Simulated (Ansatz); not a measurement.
# C4H11InO2S: up Jacob's ladder to CCSD(T)

The task here is to estimate one member of a computed series from the others.

Program: Ansatz 0.2.0, Gaussian basis. Level of theory: functionals in def2-TZVPP, the program's frozen cores in correlated methods. These are calculated values, not measurements.

Levels to be run: LDA (SPW92), PBE-D4, revPBE-D4, BLYP-D4, r2SCAN-D4, B97M-V, PBE0-D4, B3LYP-D4, r2SCANh-D4, r2SCAN0-D4, HSE06-D4, BHLYP-D4, CAM-B3LYP-D4, LC-ωPBE, ωB97X-V, ωB97M-V, B2PLYP, PBE-QIDH; CCSD(T)/def2-SVP; CCSD(T)/def2-TZVPP; MP2/def2-QZVPP; extrapolation to the limit; RPA on PBE.

## The relaxed structure

An earlier PBE0-D4 in a triple-zeta def2 set relaxation fixed the geometry. In takes the def2 core potential; no spin-orbit term is included.

19 atoms, charge 0, spin multiplicity 1.

Atoms are counted from 1 here; the program's logs count them from 0.

Bond lengths: C1–O2 1.407 Å, C1–H9 1.097 Å, C1–H10 1.097 Å, C1–H11 1.096 Å, O2–In3 1.972 Å, In3–S4 2.363 Å, In3–O5 1.978 Å, S4–H12 1.345 Å, O5–C6 1.410 Å, C6–C7 1.518 Å, C6–C8 1.518 Å, C6–H13 1.100 Å, C7–H14 1.097 Å, C7–H15 1.092 Å, C7–H16 1.093 Å, C8–H17 1.093 Å, C8–H18 1.097 Å, C8–H19 1.092 Å. Angles: O2–C1–H9 111.3°, O2–C1–H10 113.5°, O2–C1–H11 108.6°, H9–C1–H10 107.6°, H9–C1–H11 107.8°, H10–C1–H11 107.8°, C1–O2–In3 121.6°, O2–In3–S4 118.4°, O2–In3–O5 112.1°, S4–In3–O5 129.5°, In3–S4–H12 92.2°, In3–O5–C6 122.7°, O5–C6–C7 111.5°, O5–C6–C8 111.6°, O5–C6–H13 105.3°, C7–C6–C8 111.9°, C7–C6–H13 108.1°, C8–C6–H13 108.1° and more.

Set-up of the first run:

in.yaml

```yaml
crystal:
  periodic: [false, false, false]
  atoms:
    - {symbol: C, position_ang: [3.298123, -1.242324, 0.505046]}
    - {symbol: O, position_ang: [2.942126, -0.328476, -0.504470]}
    - {symbol: In, position_ang: [1.078062, 0.267698, -0.747780]}
    - {symbol: S, position_ang: [0.583279, 1.697242, -2.563092]}
    - {symbol: O, position_ang: [-0.119246, -0.443465, 0.657492]}
    - {symbol: C, position_ang: [-1.491928, -0.128274, 0.719704]}
    - {symbol: C, position_ang: [-2.235776, -0.635279, -0.502037]}
    - {symbol: C, position_ang: [-1.713497, 1.356473, 0.942041]}
    - {symbol: H, position_ang: [3.255089, -2.276191, 0.139459]}
    - {symbol: H, position_ang: [2.662698, -1.178203, 1.396825]}
    - {symbol: H, position_ang: [4.329699, -1.038785, 0.812869]}
    - {symbol: H, position_ang: [1.860438, 1.688490, -2.985051]}
    - {symbol: H, position_ang: [-1.872754, -0.666520, 1.599652]}
    - {symbol: H, position_ang: [-1.907415, -0.103411, -1.403816]}
    - {symbol: H, position_ang: [-2.050527, -1.701748, -0.644162]}
    - {symbol: H, position_ang: [-3.313665, -0.481515, -0.406463]}
    - {symbol: H, position_ang: [-2.771799, 1.585030, 1.091758]}
    - {symbol: H, position_ang: [-1.373339, 1.933089, 0.072703]}
    - {symbol: H, position_ang: [-1.159569, 1.696159, 1.819333]}
basis:
  gaussian: {orbitals: def2-TZVPP}
hamiltonian: {xc: lda}
output: {orbitals: {seedname: orbitals}}
```

Command:

```sh
> ansatz run in.yaml --threads 2 --pin off --events-out ev --progress --plain --max-ram 22528MiB --backend cuda --devices 0, --max-vram 18GiB
```

Among the steps run: LDA; PBE-D4 (GGA); revPBE-D4 (GGA); BLYP-D4 (GGA); r2SCAN-D4 (meta-GGA); B97M-V (meta-GGA); PBE0-D4 (hybrid); B3LYP-D4 (hybrid); r2SCANh-D4 (hybrid); r2SCAN0-D4 (hybrid); HSE06-D4 (hybrid); BHLYP-D4 (hybrid); CAM-B3LYP-D4 (range-separated); LC-ωPBE (range-separated); ωB97X-V (range-separated); ωB97M-V (range-separated); B2PLYP (double hybrid); PBE-QIDH (double hybrid).

One of the session's tables, all rows but one given; the rest of the session is left out.

| functional | HOMO (eV) | LUMO (eV) | gap (eV) |
| --- | --- | --- | --- |
| LDA (SPW92) | ? | ? | ? |
| PBE-D4 | -5.96 | -2.48 | 3.47 |
| revPBE-D4 | -5.89 | -2.36 | 3.54 |
| BLYP-D4 | -5.86 | -2.43 | 3.43 |
| r2SCAN-D4 | -6.26 | -2.29 | 3.98 |
| B97M-V | -6.38 | -2.38 | 4.00 |
| PBE0-D4 | -7.46 | -1.60 | 5.86 |
| B3LYP-D4 | -7.22 | -1.91 | 5.31 |
| r2SCANh-D4 | -6.83 | -1.97 | 4.86 |
| r2SCAN0-D4 | -7.68 | -1.49 | 6.19 |
| HSE06-D4 | -7.06 | -1.97 | 5.08 |
| BHLYP-D4 | -8.78 | -0.73 | 8.05 |
| CAM-B3LYP-D4 | -8.88 | -0.65 | 8.23 |
| LC-ωPBE | -10.24 | 0.64 | 10.89 |
| ωB97X-V | -9.91 | 0.44 | 10.35 |
| ωB97M-V | -9.81 | 0.26 | 10.06 |

**Question.** Estimate the row for LDA (SPW92).

As computed: HOMO (eV): -6.12; LUMO (eV): -2.79; gap (eV): 3.33. In the column «HOMO (eV)» it lies between r2SCAN-D4 (-6.26) and PBE-D4 (-5.96).

Caveats from the session: All levels share the lack of spin-orbit coupling, which lowers the free heavy atoms and so the true binding.
